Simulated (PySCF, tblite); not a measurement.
**Si₃H₆O (triplet), a small gas-phase stand-in for a defect centre: EPR parameters**

What EPR parameters should one expect for `[SiH3]O[Si][SiH3]`? It is drawn as: twofold Si.

Computed with tblite 0.8.0 and PySCF 2.14.0; each step states its level. No surroundings beyond the atoms listed, unless a continuum is named. Atoms count from 0, parts from 1.

### 1 Starting point

10 atoms, charge 0, multiplicity 3; geometry: distance geometry start.

### 2 Geometry optimisation with GFN2-xTB

What the job is given:

```
{"job": {"kind": "relax", "xc": "GFN2-xTB", "basis": "xTB"}, "charge": 0, "multiplicity": 3}
Si    -0.358149    -0.247924    -1.154932
Si    -2.247476     0.336385    -0.028439
O      0.649678    -1.075398    -0.035303
Si     2.107039    -0.266139     0.292699
H     -3.027383     1.182255    -0.977703
H     -3.006720    -0.846371     0.390736
H     -1.863112     1.133330     1.150577
H      2.897719    -0.003781    -0.920170
H      2.892463    -1.169801     1.172937
H      1.952530     0.995766     0.984842
```

Level: GFN2-xTB geometry optimisation, gas phase.

Run with:

```console
$ OMP_NUM_THREADS=1 python cluster_run.py task.json out
```

One launch serves the whole session: the jobs run in the order shown.

**Question.** The jobs that follow are: PBE0-D3(BJ)/def2-SVP geometry optimisation, gas phase; UKS B3LYP, IGLO-III on O Si, pcH-1 on H, non-relativistic, mean-field spin-orbit, GIAO; UKS BHandHLYP, IGLO-III on O Si, pcH-1 on H, non-relativistic, mean-field spin-orbit, GIAO. Predict: point group; rotational constants (main isotopes); D, E (B3LYP); g(iso) (B3LYP); ⟨S²⟩; largest a(iso).

**Answer**, as computed:

| quantity | value |
| --- | --- |
| point group | C1 |
| rotational constants (main isotopes) | 8.97, 1.28, 1.15 GHz |
| D, E (B3LYP) | -0.827, -0.014 cm⁻¹ |
| g(iso) (B3LYP) | 2.00167 |
| ⟨S²⟩ | 2.003 (exact 2.00) |
| largest a(iso) | 29Si on Si0, -395.3 MHz |

**Reading.** The start of the PBE0/def2-SVP relaxation was shaken at random by about 0.01 Å, so part of the energy gained, and of the first lengths quoted, undoes that. The optimisation took 4 steps and gained 0.204 eV; among the close pairs (by a distance rule), Si0–O2 changed most, from 1.601 to 1.655 Å (PBE0/def2-SVP). No frequency check was run at this level, so the end point may be a saddle. Most of the unpaired spin sits on Si0 (1.61 e). The isotropic g lies 0.6 ppt below the free-electron value. The coupling of 29Si on Si0 runs from -423.2 (BHandHLYP/IGLO-III+pcH-1) to -395.3 MHz (B3LYP/IGLO-III+pcH-1). The triplet was assumed; the singlet may lie lower.
